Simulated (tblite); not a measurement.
# BGeH6O5Si: the cost of one run

Computed with tblite 0.8.0 and PySCF 2.14.0; each step states its level. No surroundings beyond the atoms listed, unless a continuum is named. Atoms count from 0, parts from 1.

### Step 1. Starting point

14 atoms, charge 0, multiplicity 2; geometry: distance geometry start.

### Step 2. Relaxing the cluster with GFN2-xTB

The job: settings as JSON, then the geometry in Å.

```
{"job": {"kind": "relax", "xc": "GFN2-xTB", "basis": "xTB"}, "charge": 0, "multiplicity": 2}
Ge     2.176857     0.211548     0.559559
O      0.798519     0.230594     1.785197
Si    -0.728889    -0.640502     1.632115
O      3.206360     1.773441     0.457803
O      1.813806    -0.614855    -1.085520
B      0.645389    -0.297040    -1.964914
O     -0.567863    -1.135997    -1.768236
O      0.446353     1.164428    -2.263257
H     -1.730497     0.275898     1.166686
H     -1.115026    -1.196470     2.878276
H     -0.581386    -1.666947     0.655643
H      3.974173     1.892350    -0.115258
H     -1.213905    -1.057953    -1.036757
H     -0.361629     1.638650    -1.986418
```

Method: GFN2-xTB geometry optimisation, gas phase.

Command:

```console
> OMP_NUM_THREADS=1 python cluster_run.py task.json out
```

This one command runs all jobs of the session in turn.

Q: Estimate the wall time of this first job on 1 thread of Arm Neoverse V1, shared host.

About 8.2 s.
